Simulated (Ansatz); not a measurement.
# FGeH₅SSi: up Jacob's ladder to CCSD(T)

Aim: compute FGeH₅SSi with functionals from several rungs and with coupled cluster. The yardstick is the atomisation energy at the CCSD(T) limit.

The runs use Ansatz 0.2.0, Gaussian basis; functionals in def2-TZVPP, the program's frozen cores in correlated methods.

Plan: PBE-D4, r2SCAN-D4, PBE0-D4, B3LYP-D4, ωB97X-V, ωB97M-V, B2PLYP; CCSD(T)/def2-TZVPP; MP2/def2-QZVPP; extrapolation to the limit.

## Step 1: The relaxed structure

All runs share one geometry, relaxed beforehand with PBE0-D4 in a triple-zeta def2 set.

9 atoms, charge 0, spin multiplicity 1.

Atoms are counted from 1 here; the program's logs count them from 0.

Bond lengths: F1–Si2 1.600 Å, Si2–S3 2.108 Å, Si2–H5 1.479 Å, Si2–H6 1.481 Å, S3–Ge4 2.236 Å, Ge4–H7 1.533 Å, Ge4–H8 1.533 Å, Ge4–H9 1.535 Å. Angles: F1–Si2–S3 111.5°, F1–Si2–H5 108.4°, F1–Si2–H6 106.0°, S3–Si2–H5 106.8°, S3–Si2–H6 111.5°, H5–Si2–H6 112.6°, Si2–S3–Ge4 98.9°, S3–Ge4–H7 109.4°, S3–Ge4–H8 105.9°, S3–Ge4–H9 108.5°, H7–Ge4–H8 110.8°, H7–Ge4–H9 110.8°, H8–Ge4–H9 111.3°.

## Step 2: PBE-D4 (GGA)

The input, in.yaml:

```yaml
crystal:
  periodic: [false, false, false]
  atoms:
    - {symbol: F, position_ang: [-0.929622, 1.339624, -1.600410]}
    - {symbol: Si, position_ang: [0.413504, 1.407428, -0.733554]}
    - {symbol: S, position_ang: [1.272826, -0.501967, -0.489719]}
    - {symbol: Ge, position_ang: [-0.332130, -1.449596, 0.746321]}
    - {symbol: H, position_ang: [1.399805, 2.230674, -1.466500]}
    - {symbol: H, position_ang: [0.030963, 2.000902, 0.567790]}
    - {symbol: H, position_ang: [-1.349776, -2.129686, -0.177009]}
    - {symbol: H, position_ang: [0.375349, -2.481141, 1.632126]}
    - {symbol: H, position_ang: [-1.006919, -0.358640, 1.589853]}
basis:
  gaussian: {orbitals: def2-TZVPP}
hamiltonian: {xc: pbe, dispersion: d4}
output: {forces: true, orbitals: {seedname: orbitals}}
```

Launch:

```sh
ansatz run in.yaml --threads 4 --pin off --events-out ev --progress --plain --max-ram 10444MiB
```

The log of the run, shortened:

```text
Functional definition: PBE
  name "PBE"
  cite "Perdew, Burke & Ernzerhof, Phys. Rev. Lett. 77, 3865 (1996) doi:10.1103/PhysRevLett.77.3865"
  parent pbe
[...]
1381 factors; their error is unknown
[...]
mean field -78014.18212748 eV, -2866.9683132729 hartree, gradient 1.4e-5 eV, S^2 0.000000; 0 other end points of the search recorded, 0 dependent functions left out
[...]
reference -78014.18216997 eV, -2866.9683148345 hartree; 38, 38 occupied and 195, 195 virtual orbitals, 1381 factors
Total energy: -78014.41098207 eV, -2866.9767235239 hartree
Atom 0 at    -0.929622     1.339624    -1.600410 Å, force    -0.540291    -0.008445    -0.350327 eV/Å
Atom 1 at     0.413504     1.407428    -0.733554 Å, force     0.317139     0.054086     0.239767 eV/Å
Atom 2 at     1.272826    -0.501967    -0.489719 Å, force     0.306285    -0.113876    -0.108817 eV/Å
Atom 3 at    -0.332130    -1.449596     0.746321 Å, force    -0.065027    -0.024155     0.049014 eV/Å
Atom 4 at     1.399805     2.230674    -1.466500 Å, force     0.136532     0.092297    -0.081404 eV/Å
Atom 5 at     0.030963     2.000902     0.567790 Å, force    -0.039607     0.076049     0.160996 eV/Å
Atom 6 at    -1.349776    -2.129686    -0.177009 Å, force    -0.112703    -0.077331    -0.094574 eV/Å
Atom 7 at     0.375349    -2.481141     1.632126 Å, force     0.073195    -0.111377     0.092646 eV/Å
Atom 8 at    -1.006919    -0.358640     1.589853 Å, force    -0.075523     0.112753     0.092700 eV/Å
Dipole moment:    -0.024193    -0.085160     0.270444 e Å
```

It took 1.9 s on 4 threads of Intel Xeon Platinum 8375C at 2.90GHz, shared host; peak memory 0.33 GiB.

Atomisation energy: 2747.6 kJ/mol (free atoms -77985.934 eV, run apart). HOMO -6.56 eV, LUMO -1.27 eV.

## Step 3: r2SCAN-D4 (meta-GGA)

in.yaml, as its differences from that of step 2:

```diff
@@ -14,3 +14,3 @@
   gaussian: {orbitals: def2-TZVPP}
-hamiltonian: {xc: pbe, dispersion: d4}
+hamiltonian: {xc: r2scan, dispersion: d4}
 output: {forces: true, orbitals: {seedname: orbitals}}
```

Launched as before.

The log of the run, shortened:

```text
Functional definition: r2SCAN
  name "r2SCAN"
  cite "Furness, Kaplan, Ning, Perdew & Sun, J. Phys. Chem. Lett. 11, 8208 (2020) doi:10.1021/acs.jpclett.0c02405"
  cite "Furness, Kaplan, Ning, Perdew & Sun, J. Phys. Chem. Lett. 11, 9248 (2020) doi:10.1021/acs.jpclett.0c03077"
  parent r2scan
[...]
1381 factors; their error is unknown
[...]
mean field -78031.62772884 eV, -2867.6094272980 hartree, gradient 1.3e-5 eV, S^2 0.000000; 0 other end points of the search recorded, 0 dependent functions left out
[...]
reference -78031.62774106 eV, -2867.6094277470 hartree; 38, 38 occupied and 195, 195 virtual orbitals, 1381 factors
Total energy: -78031.68027862 eV, -2867.6113584666 hartree
Atom 0 at    -0.929622     1.339624    -1.600410 Å, force    -0.040994    -0.003734    -0.018707 eV/Å
Atom 1 at     0.413504     1.407428    -0.733554 Å, force     0.022565     0.052945     0.024621 eV/Å
Atom 2 at     1.272826    -0.501967    -0.489719 Å, force     0.041785    -0.026933    -0.004573 eV/Å
Atom 3 at    -0.332130    -1.449596     0.746321 Å, force    -0.048450    -0.028082     0.042068 eV/Å
Atom 4 at     1.399805     2.230674    -1.466500 Å, force    -0.017120    -0.014542     0.020494 eV/Å
Atom 5 at     0.030963     2.000902     0.567790 Å, force     0.014582     0.000372    -0.029224 eV/Å
Atom 6 at    -1.349776    -2.129686    -0.177009 Å, force     0.039878     0.026863     0.041406 eV/Å
Atom 7 at     0.375349    -2.481141     1.632126 Å, force    -0.036676     0.046052    -0.042353 eV/Å
Atom 8 at    -1.006919    -0.358640     1.589853 Å, force     0.024431    -0.052940    -0.033733 eV/Å
Dipole moment:    -0.032274    -0.080952     0.280840 e Å
```

Wall time 3.7 s (4 threads of Intel Xeon Platinum 8375C at 2.90GHz, shared host); peak memory 0.35 GiB.

Atomisation energy: 2771.9 kJ/mol (free atoms -78002.951 eV, run apart). HOMO -6.84 eV, LUMO -0.97 eV.

## Step 4: PBE0-D4 (hybrid)

in.yaml, as its differences from that of step 3:

```diff
@@ -14,3 +14,3 @@
   gaussian: {orbitals: def2-TZVPP}
-hamiltonian: {xc: r2scan, dispersion: d4}
-output: {forces: true, orbitals: {seedname: orbitals}}
+hamiltonian: {xc: pbe0, dispersion: d4}
+output: {orbitals: {seedname: orbitals}}
```

Same command.

The log of the run:

```text
Functional definition: PBE0
  name "PBE0"
  cite "Adamo & Barone, J. Chem. Phys. 110, 6158 (1999) doi:10.1063/1.478522"
  cite "Perdew, Burke & Ernzerhof, Phys. Rev. Lett. 77, 3865 (1996) doi:10.1103/PhysRevLett.77.3865"
  parent pbe
  parameter a = 0.25
  parameter kappa = 0.804
  parameter beta = 0.06672455060314922
  exchange = (1 - a)*pbe_x(kappa = kappa, mu = beta*pi^2/3) + a*exact_x
  correlation = pbe_c(beta = beta)
1458 factors; their error is unknown
mean field evaluation 1: about -78015.4683 eV, gradient 3.6e1 eV
mean field evaluation 2: about -78013.8518 eV, gradient 5.1e1 eV
mean field evaluation 4: about -78017.1882 eV, gradient 2.0e0 eV
mean field evaluation 8: about -78017.1961 eV, gradient 1.0e-1 eV
mean field evaluation 16: about -78017.5014 eV, gradient 2.2e-5 eV
mean field -78017.50140050 eV, -2867.0902943065 hartree, gradient 3.0e-5 eV, S^2 0.000000; 0 other end points of the search recorded, 0 dependent functions left out
reference -78017.50143257 eV, -2867.0902954851 hartree; 38, 38 occupied and 195, 195 virtual orbitals, 1458 factors
Total energy: -78017.69629500 eV, -2867.0974565475 hartree
```

Wall time 2.7 s (4 threads of Intel Xeon Platinum 8375C at 2.90GHz, shared host); peak memory 0.69 GiB.

Atomisation energy: 2724.5 kJ/mol (free atoms -77989.459 eV, run apart). HOMO -7.76 eV, LUMO -0.38 eV.

## Step 5: B3LYP-D4 (hybrid)

B3LYP here takes the VWN-RPA correlation.

in.yaml, as its differences from that of step 4:

```diff
@@ -14,3 +14,3 @@
   gaussian: {orbitals: def2-TZVPP}
-hamiltonian: {xc: pbe0, dispersion: d4}
-output: {orbitals: {seedname: orbitals}}
+hamiltonian: {xc: {name: B3LYP}, dispersion: d4}
+output: {forces: true, orbitals: {seedname: orbitals}}
```

Same command.

The log of the run, shortened:

```text
Functional definition: B3LYP
  name "B3LYP"
  cite "Stephens, Devlin, Chabalowski & Frisch, J. Phys. Chem. 98, 11623 (1994) doi:10.1021/j100096a001"
  cite "Becke, Phys. Rev. A 38, 3098 (1988) doi:10.1103/PhysRevA.38.3098"
  cite "Lee, Yang & Parr, Phys. Rev. B 37, 785 (1988) doi:10.1103/PhysRevB.37.785"
  cite "Vosko, Wilk & Nusair, Can. J. Phys. 58, 1200 (1980) doi:10.1139/p80-159"
[...]
1427 factors; their error is unknown
[...]
mean field -78036.83569651 eV, -2867.8008165795 hartree, gradient 7.0e-5 eV, S^2 0.000000; 0 other end points of the search recorded, 0 dependent functions left out
[...]
reference -78036.83597246 eV, -2867.8008267206 hartree; 38, 38 occupied and 195, 195 virtual orbitals, 1427 factors
Total energy: -78037.21021999 eV, -2867.8145800638 hartree
Atom 0 at    -0.929622     1.339624    -1.600410 Å, force    -0.171029    -0.008384    -0.104755 eV/Å
Atom 1 at     0.413504     1.407428    -0.733554 Å, force     0.175541     0.275389     0.093334 eV/Å
Atom 2 at     1.272826    -0.501967    -0.489719 Å, force     0.217808    -0.027389    -0.105143 eV/Å
Atom 3 at    -0.332130    -1.449596     0.746321 Å, force    -0.154086    -0.140696     0.139627 eV/Å
Atom 4 at     1.399805     2.230674    -1.466500 Å, force    -0.066764    -0.041840     0.050445 eV/Å
Atom 5 at     0.030963     2.000902     0.567790 Å, force     0.028489    -0.030010    -0.093582 eV/Å
Atom 6 at    -1.349776    -2.129686    -0.177009 Å, force    -0.011566    -0.006734     0.007347 eV/Å
Atom 7 at     0.375349    -2.481141     1.632126 Å, force    -0.009994    -0.008040     0.006510 eV/Å
Atom 8 at    -1.006919    -0.358640     1.589853 Å, force    -0.008398    -0.012295     0.006217 eV/Å
Dipole moment:    -0.015810    -0.076690     0.284014 e Å
```

Wall time 3.4 s (4 threads of Intel Xeon Platinum 8375C at 2.90GHz, shared host); peak memory 0.73 GiB.

Atomisation energy: 2741.1 kJ/mol (free atoms -78008.801 eV, run apart). HOMO -7.50 eV, LUMO -0.63 eV.

## Step 6: ωB97X-V (range-separated)

in.yaml, as its differences from that of step 5:

```diff
@@ -14,3 +14,3 @@
   gaussian: {orbitals: def2-TZVPP}
-hamiltonian: {xc: {name: B3LYP}, dispersion: d4}
-output: {forces: true, orbitals: {seedname: orbitals}}
+hamiltonian: {xc: {name: wB97X-V}}
+output: {orbitals: {seedname: orbitals}}
```

The command is unchanged.

The log of the run, shortened:

```text
Functional definition: wB97X-V
  name "wB97X-V"
  cite "Mardirossian & Head-Gordon, Phys. Chem. Chem. Phys. 16, 9904 (2014) doi:10.1039/C3CP54374A"
  cite "Becke, J. Chem. Phys. 107, 8554 (1997) doi:10.1063/1.475007"
  cite "Vydrov & Van Voorhis, J. Chem. Phys. 133, 244103 (2010) doi:10.1063/1.3521275"
[...]
      + integral(e_c_pw_opposite_spin*poly(b97_u_opposite, cos0, cos1)) + vv10(b, c)
1422 factors; their error is unknown
289 factors; integrals over basis functions are off by at most 1.0e-5 eV
[...]
mean field -78025.49419836 eV, -2867.3840242103 hartree, gradient 5.9e-5 eV, S^2 0.000000; 0 other end points of the search recorded, 0 dependent functions left out
reference -78025.49419629 eV, -2867.3840241340 hartree; 38, 38 occupied and 195, 195 virtual orbitals, 1422 factors
Total energy: -78025.49419629 eV, -2867.3840241340 hartree
```

Run time: 6 s. Hardware: 4 threads of Intel Xeon Platinum 8375C at 2.90GHz, shared host; peak memory 0.82 GiB.

With the free atoms at this level, -77996.566 eV in sum, the atomisation energy is 2791.2 kJ/mol. HOMO -10.08 eV, LUMO 1.71 eV.

## Step 7: ωB97M-V (range-separated)

in.yaml, as its differences from that of step 6:

```diff
@@ -14,3 +14,3 @@
   gaussian: {orbitals: def2-TZVPP}
-hamiltonian: {xc: {name: wB97X-V}}
-output: {orbitals: {seedname: orbitals}}
+hamiltonian: {xc: {name: wB97M-V}}
+output: {forces: true, orbitals: {seedname: orbitals}}
```

The command is unchanged.

The log of the run, shortened:

```text
Functional definition: wB97M-V
  name "wB97M-V"
  cite "Mardirossian & Head-Gordon, J. Chem. Phys. 144, 214110 (2016) doi:10.1063/1.4952647"
  cite "Becke, J. Chem. Phys. 107, 8554 (1997) doi:10.1063/1.475007"
  cite "Vydrov & Van Voorhis, J. Chem. Phys. 133, 244103 (2010) doi:10.1063/1.3521275"
  # Of w^i u^j: cxij and so on, Table III.
[...]
  gx(w, u) = 1 - cx + cx01*u + cx10*w
  gss(w, u) = css00 + css04*u^4 + css10*w + css20*w^2 + css43*w^4*u^3
  gos(w, u) = cos00 + cos10*w + (cos20 + cos21*u)*w^2 + (cos60 + cos61*u)*w^6
[...]
      + integral(e_c_pw_mod_opposite_spin*gos(b97_w_opposite, b97_u_opposite)) + vv10(b, c)
1419 factors; their error is unknown
289 factors; integrals over basis functions are off by at most 1.0e-5 eV
[...]
Total energy: -78029.13287934 eV, -2867.5177432697 hartree
Atom 0 at    -0.929622     1.339624    -1.600410 Å, force    -0.104588    -0.023920    -0.058836 eV/Å
Atom 1 at     0.413504     1.407428    -0.733554 Å, force     0.192282     0.190499     0.131250 eV/Å
Atom 2 at     1.272826    -0.501967    -0.489719 Å, force    -0.000133    -0.002884    -0.004767 eV/Å
Atom 3 at    -0.332130    -1.449596     0.746321 Å, force    -0.080109    -0.055544     0.058334 eV/Å
Atom 4 at     1.399805     2.230674    -1.466500 Å, force    -0.128593    -0.098914     0.095003 eV/Å
Atom 5 at     0.030963     2.000902     0.567790 Å, force     0.046482    -0.075053    -0.156118 eV/Å
Atom 6 at    -1.349776    -2.129686    -0.177009 Å, force     0.083348     0.057886     0.075704 eV/Å
Atom 7 at     0.375349    -2.481141     1.632126 Å, force    -0.061481     0.086876    -0.072793 eV/Å
Atom 8 at    -1.006919    -0.358640     1.589853 Å, force     0.052790    -0.078945    -0.067776 eV/Å
Dipole moment:    -0.026890    -0.081745     0.285501 e Å
```

Wall time 8 s (4 threads of Intel Xeon Platinum 8375C at 2.90GHz, shared host); peak memory 0.92 GiB.

Atomisation energy: 2764.1 kJ/mol (free atoms -78000.485 eV, run apart). HOMO -9.92 eV, LUMO 1.47 eV.

## Step 8: B2PLYP (double hybrid)

in.yaml, as its differences from that of step 7:

```diff
@@ -14,3 +14,2 @@
   gaussian: {orbitals: def2-TZVPP}
-hamiltonian: {xc: {name: wB97M-V}}
-output: {forces: true, orbitals: {seedname: orbitals}}
+hamiltonian: {xc: {name: B2PLYP}}
```

Same command.

The log of the run, shortened:

```text
Functional definition: B2PLYP
  name "B2PLYP"
  cite "Grimme, J. Chem. Phys. 124, 034108 (2006) doi:10.1063/1.2148954"
  cite "Becke, Phys. Rev. A 38, 3098 (1988) doi:10.1103/PhysRevA.38.3098"
  cite "Lee, Yang & Parr, Phys. Rev. B 37, 785 (1988) doi:10.1103/PhysRevB.37.785"
[...]
1393 factors; integrals over basis functions are off by at most 6.8e-4 eV
[...]
mean field -78008.94239754 eV, -2866.7757567491 hartree, gradient 6.7e-6 eV, S^2 0.000000; 0 other end points of the search recorded, 0 dependent functions left out
20 core orbitals not correlated: weight in the atoms' cores, before any rotation towards them, 1.000 or more for the frozen orbitals, at most 0.000 for the correlated occupied ones
reference -78008.94257295 eV, -2866.7757631956 hartree; 18, 18 occupied and 195, 195 virtual orbitals, 1393 factors
second order -26.72948660 eV of doubles, -0.00000000 eV of singles
Total energy: -78016.15953433 eV, -2867.0409816346 hartree
```

It took 4.1 s on 4 threads of Intel Xeon Platinum 8375C at 2.90GHz, shared host; peak memory 0.62 GiB.

With the free atoms at this level, -77987.990 eV in sum, the atomisation energy is 2717.9 kJ/mol.

## Step 9: Frontier levels by functional

Dipoles come from the runs that computed forces. Levels are read from the orbital files that the runs wrote:

```csv
functional,HOMO (eV),LUMO (eV),gap (eV),dipole (D)
PBE-D4,-6.56,-1.27,5.28,1.37
r2SCAN-D4,-6.84,-0.97,5.87,1.41
PBE0-D4,-7.76,-0.38,7.38,
B3LYP-D4,-7.50,-0.63,6.88,1.42
ωB97X-V,-10.08,1.71,11.79,
ωB97M-V,-9.92,1.47,11.39,1.43
```

## Step 10: CCSD(T) in def2-TZVPP

in.yaml, as its differences from that of step 8:

```diff
@@ -14,2 +14,2 @@
   gaussian: {orbitals: def2-TZVPP}
-hamiltonian: {xc: {name: B2PLYP}}
+correlation: {method: ccsd_t}
```

The command is unchanged.

The log of the run, shortened:

```text
Functional definition: HF
  name "HF"
  cite "Fock, Z. Phys. 61, 126 (1930) doi:10.1007/BF01340294"
  parent pbe
[...]
1393 factors; integrals over basis functions are off by at most 6.8e-4 eV
[...]
mean field -77943.35303788 eV, -2864.3653922399 hartree, gradient 3.2e-6 eV, S^2 0.000000; 0 other end points of the search recorded, 0 dependent functions left out
20 core orbitals not correlated: weight in the atoms' cores, before any rotation towards them, 1.000 or more for the frozen orbitals, at most 0.000 for the correlated occupied ones
reference -77943.35303788 eV, -2864.3653922399 hartree; 18, 18 occupied and 195, 195 virtual orbitals, 1393 factors
second order -22.04823722 eV of doubles, -0.00000000 eV of singles
cycle   1  -22.40488612 eV  change   -3.6e-1 eV  update   1.1e-1
[...]
cycle   9  -23.13821082 eV  change   -3.0e-5 eV  update   2.2e-5
perturbative correction -0.83507897 eV, -0.0306885860 hartree
Total energy: -77967.32632766 eV, -2865.2463943897 hartree
```

Wall time 80 s (4 threads of Intel Xeon Platinum 8375C at 2.90GHz, shared host); peak memory 3.9 GiB.

## Step 11: MP2 in def2-QZVPP

in.yaml, as its differences from that of step 10:

```diff
@@ -13,3 +13,3 @@
 basis:
-  gaussian: {orbitals: def2-TZVPP}
-correlation: {method: ccsd_t}
+  gaussian: {orbitals: "def2-QZVPP.json"}
+correlation: {method: mp2}
```

Same command.

The log of the run:

```text
Functional definition: HF
  name "HF"
  cite "Fock, Z. Phys. 61, 126 (1930) doi:10.1007/BF01340294"
  parent pbe
  exchange = exact_x
  correlation = 0
2669 factors; integrals over basis functions are off by at most 8.7e-4 eV
mean field evaluation 1: about -77942.7910 eV, gradient 3.0e1 eV
mean field evaluation 2: about -77942.9449 eV, gradient 3.0e1 eV
mean field evaluation 4: about -77945.1523 eV, gradient 3.0e0 eV
mean field evaluation 8: about -77945.1956 eV, gradient 2.3e-1 eV
mean field -77945.19591704 eV, -2864.4331167999 hartree, gradient 2.6e-6 eV, S^2 0.000000; 0 other end points of the search recorded, 0 dependent functions left out
20 core orbitals not correlated: weight in the atoms' cores, before any rotation towards them, 1.000 or more for the frozen orbitals, at most 0.000 for the correlated occupied ones
reference -77945.19591704 eV, -2864.4331167999 hartree; 18, 18 occupied and 398, 398 virtual orbitals, 2669 factors
second order -30.59786676 eV of doubles, -0.00000000 eV of singles
Total energy: -77975.79378381 eV, -2865.5575676635 hartree
```

It took 14 s on 4 threads of Intel Xeon Platinum 8375C at 2.90GHz, shared host; peak memory 2.4 GiB.

The pieces so far (eV):

| basis | HF | MP2 correlation | CCSD correlation | (T) | total |
| --- | --- | --- | --- | --- | --- |
| def2-TZVPP | -77943.3530 | -22.0482 | -23.1382 | -0.8351 | -77967.3263 |
| def2-QZVPP | -77945.1959 | -30.5979 |  |  | -77975.7938 (MP2) |

The report of the def2-TZVPP run gives T1 = 0.0116.

## Step 12: From triple and quadruple zeta to the limit

This step is arithmetic on the last runs, with X = 3 and 4: exp(−7.88√X) for Hartree-Fock, X^−2.97 for correlation; only MP2 was run in the larger set, so CCSD(T) minus MP2 is added from the smaller one.

```
  level  energy at the limit (eV)
     HF               -77945.4498
    MP2               -77982.3807
   CCSD               -77983.4706
CCSD(T)               -77984.3057
```

This is no true limit for total energies: MP2 correlation changes by a factor of 1.39 from triple to quadruple zeta (about 1.07 in light molecules), because outer-core shells are correlated in sets not made for them. Much of that cancels between molecule and atoms or ions.

## Step 13: The ladder

Atomisation energy = energies of 1 F, 1 Si, 1 S, 1 Ge, 5 H (separate runs, same level) minus the molecule's; electronic only, no spin-orbit term.

Differences are taken before rounding.

```csv
method,rung,"atoms, summed (eV)",atomisation energy (kJ/mol),from CCSD(T)/CBS (kJ/mol),time
PBE-D4,GGA,-77985.934,2747.6,-34.9,1.9 s
r2SCAN-D4,meta-GGA,-78002.951,2771.9,-10.6,3.7 s
PBE0-D4,hybrid,-77989.459,2724.5,-58.0,2.7 s
B3LYP-D4,hybrid,-78008.801,2741.1,-41.4,3.4 s
ωB97X-V,range-separated,-77996.566,2791.2,+8.7,6 s
ωB97M-V,range-separated,-78000.485,2764.1,-18.4,8 s
B2PLYP,double hybrid,-77987.990,2717.9,-64.6,4.1 s
HF/def2-TZVPP,wavefunction,-77922.109,2049.7,-732.8,
MP2/def2-TZVPP,wavefunction,-77937.143,2726.5,-56.0,
CCSD/def2-TZVPP,wavefunction,-77938.790,2672.8,-109.8,
CCSD(T)/def2-TZVPP,wavefunction,-77939.253,2708.7,-73.8,80 s
MP2/CBS,wavefunction,-77953.357,2800.3,+17.8,
CCSD(T)/CBS,wavefunction,-77955.467,2782.5,0,94 s
```

Among the levels timed on like hardware and quicker than the yardstick, those that no quicker one beats, quickest first: PBE-D4 (1.9 s, -34.9 kJ/mol); r2SCAN-D4 (3.7 s, -10.6 kJ/mol); ωB97X-V (6 s, +8.7 kJ/mol).

B2PLYP carry no dispersion term (for B3LYP, D4 adds 36.1 kJ/mol).

Times are those of the molecule's run; HF, MP2 and CCSD come out of the CCSD(T) runs, and the limit's time is the sum of the runs that it needs.

## Step 14: Summary of results

```
                               quantity                                 value
        atomisation energy, CCSD(T)/CBS                         2782.5 kJ/mol
 functionals within 27.8 kJ/mol (1.0 %)           r2SCAN-D4, ωB97X-V, ωB97M-V
                               farthest                 B2PLYP (-64.6 kJ/mol)
             mean size of error, hybrid                           49.7 kJ/mol
    mean size of error, range-separated                           13.5 kJ/mol
              gap, smallest and largest  5.28 eV (PBE-D4), 11.79 eV (ωB97X-V)
                          T1 diagnostic                                0.0116
triples share of the correlation energy                                 3.5 %
```

**Reading.** PBE-D4 is off by -34.9 kJ/mol. Double hybrids carry the basis error of their MP2 part in triple zeta, and no dispersion term here, so their miss is partly the set-up's. Misses under about 27.8 kJ/mol are within the doubt on the reference itself, which lacks core-valence correlation, relativity and higher excitations, and its outer-core shells are covered unevenly. Hartree-Fock recovers 74 % of the binding; the rest is correlation. Orbital gaps span 5.3 to 11.8 eV; exact exchange widens them. Correlated methods include outer-core shells of Ge, which these sets cover unevenly.

ωB97X-V reaches 8.7 kJ/mol from the reference in 6 s, where CCSD(T)/CBS took 94 s; the quickest level in the cost chart, PBE-D4, takes 1.9 s and misses by 34.9 kJ/mol.
